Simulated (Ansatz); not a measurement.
**CH6BFOSi: two torsions**

How does the energy of CH₆BFOSi, SMILES CBO[SiH2]F change over two coordinates at once? A grid of runs gives the map.

The runs use Ansatz 0.2.0; RKS r2SCAN-D4/def2-SVP.

### 1 The starting structure

SMILES `CBO[SiH2]F`, 11 atoms, charge 0, spin multiplicity 1.

Atoms are counted from 1 here; the program's logs count them from 0.

Bond lengths: C1–B2 1.565 Å, C1–H6 1.113 Å, C1–H7 1.108 Å, C1–H8 1.113 Å, B2–O3 1.374 Å, B2–H9 1.229 Å, O3–Si4 1.681 Å, Si4–F5 1.632 Å, Si4–H10 1.497 Å, Si4–H11 1.493 Å. Angles: B2–C1–H6 109.7°, B2–C1–H7 114.0°, B2–C1–H8 109.8°, H6–C1–H7 109.0°, H6–C1–H8 104.8°, H7–C1–H8 109.1°, C1–B2–O3 120.4°, C1–B2–H9 121.4°, O3–B2–H9 118.2°, B2–O3–Si4 130.0°, O3–Si4–F5 107.8°, O3–Si4–H10 110.7°, O3–Si4–H11 107.4°, F5–Si4–H10 108.3°, F5–Si4–H11 108.0°, H10–Si4–H11 114.4°.

Coordinates:

```
atom     x (Å)     y (Å)     z (Å)
  C1  -1.13996   1.04019  -1.37292
  B2  -0.09691   0.08913  -0.69615
  O3  -0.07752  -0.06326   0.66880
 Si4   0.95913  -0.96049   1.64129
  F5   1.97329   0.08141   2.38286
  H6  -0.60928   1.80713  -1.98021
  H7  -1.81621   1.54930  -0.65838
  H8  -1.75039   0.46867  -2.10749
  H9   0.71890  -0.54407  -1.36176
 H10   1.77668  -1.90302   0.81386
 H11   0.12767  -1.62189   2.69079
```

This geometry comes from a loose relaxation at PBE in a small basis, which is not shown.

### 3 Plan of the scan

First coordinate, dihedral B2–O3–Si4–F5: 15 values from −180 to 156 °, periodic. Second coordinate, dihedral C1–B2–O3–Si4: 15 values from −180 to 156 °, periodic.

Nothing else is relaxed (all other coordinates rigid). Energies count from the relaxed molecule at the same level. Points are written as (first, second).

(The set-up runs are not shown.)

### 4 Point (108°, −180°)

The input, input.yaml:

```yaml
crystal:
  periodic: [false, false, false]
  atoms:
    - { symbol: C, position_ang: [-1.137342, 1.035771, -1.365426] }
    - { symbol: B, position_ang: [-0.090848, 0.08432, -0.706726] }
    - { symbol: O, position_ang: [-0.066362, -0.087935, 0.649682] }
    - { symbol: Si, position_ang: [0.906289, -1.013528, 1.630945] }
    - { symbol: F, position_ang: [1.897887, -0.015556, 2.431346] }
    - { symbol: H, position_ang: [-0.615003, 1.817469, -1.945461] }
    - { symbol: H, position_ang: [-1.815037, 1.517247, -0.645288] }
    - { symbol: H, position_ang: [-1.735311, 0.481793, -2.110661] }
    - { symbol: H, position_ang: [0.723165, -0.527868, -1.378491] }
    - { symbol: H, position_ang: [1.738299, -1.939555, 0.823134] }
    - { symbol: H, position_ang: [0.039501, -1.690365, 2.621242] }
basis:
  gaussian: { orbitals: def2-SVP }
hamiltonian:
  xc: r2scan
  dispersion: d4
output:
  forces: true
```

Started as:

```sh
> ansatz run input.yaml --threads 1 --pin off --max-ram 2560MiB --backend cpu --events-out ev --progress --plain --runs-dir out
```

The session goes on with these runs: the other points that were computed.

**Question.** What will these runs give? Wanted: lowest point; highest computed point; dipole moment; largest force on an atom.

The runs gave:

```
                       quantity                                                                   value
                   lowest point                                                  (108°, −180°), 0.8 meV
         highest computed point                                   (156°, 84°), 263 meV above the lowest
              dipole moment (D)  0.47 at (36°, −84°) to 2.15 at (−180°, −12°); 1.31 at the lowest point
largest force on an atom (eV/Å)  0.03 at (108°, −180°) to 0.85 at (−12°, 12°); 0.03 at the lowest point
        time for the whole task                                         20 min on 1 thread, shared host
```

The lowest computed point is at (108°, −180°), 0.8 meV from the relaxed molecule at the same level. There are further wells near (−108°, −180°) (11 meV above the lowest at that grid point); (60°, −12°) (55 meV above the lowest at that grid point); (−60°, 12°) (65 meV above the lowest at that grid point). The highest computed point, (156°, 84°), lies 263 meV above the lowest. On the interpolated surface the easiest way out of the lowest well to the well at (−108°, −180°) passes a barrier of about 29 meV. Round the minimum the valley is somewhat tilted: raising dihedral B2–O3–Si4–F5 shifts the best value of dihedral C1–B2–O3–Si4 downwards (coupling k₁₂/√(k₁₁k₂₂) about 0.4).
